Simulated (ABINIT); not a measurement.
GdO:

```
CELL_PARAMETERS angstrom
0.00000 2.70000 2.70000
2.70000 0.00000 2.70000
2.70000 2.70000 0.00000
ATOMIC_POSITIONS crystal
Gd 0.00000 0.00000 0.00000
O 0.75000 0.75000 0.75000
```

Base run:

* Program: ABINIT 10.8.3 (patched build)
* Functional: PBE
* Potentials or basis: JTH PAW PBE v2.0
* Cutoff: 626 eV
* k mesh: 9 × 9 × 9
* Occupations: fermi-dirac, width 0.05 eV
* Spin: collinear spin, ferromagnetic start
* Starting moments: [7.0, 0.0] μB

Its results: band gap on the k mesh none (metal or under the smearing width); pressure -0.9 GPa; net moment -0.04 μB per cell; site moments Gd -0.44; O +0.03 μB.

Task: The run is repeated on the same cell with these changes: functional from PBE to PBEsol. What comes out?

Result: Band gap on the k mesh none (metal or under the smearing width); pressure -4.8 GPa; net moment 0.08 μB per cell; site moments Gd +0.43; O -0.02 μB.

PBEsol binds more tightly than PBE, so the same cell stands under less pressure.

Caveats: spin-orbit coupling is left out, which moves the levels of the heavy elements; the moment fell far below its start of 7 μB, so a state of higher moment may lie lower in energy; without U or exact exchange the open f shell lies at the Fermi level, which spoils levels, moments and volumes; the PAW data sets were made with another functional, which shifts forces and pressure a little (some runs).

Not every run made on this cell is shown here.
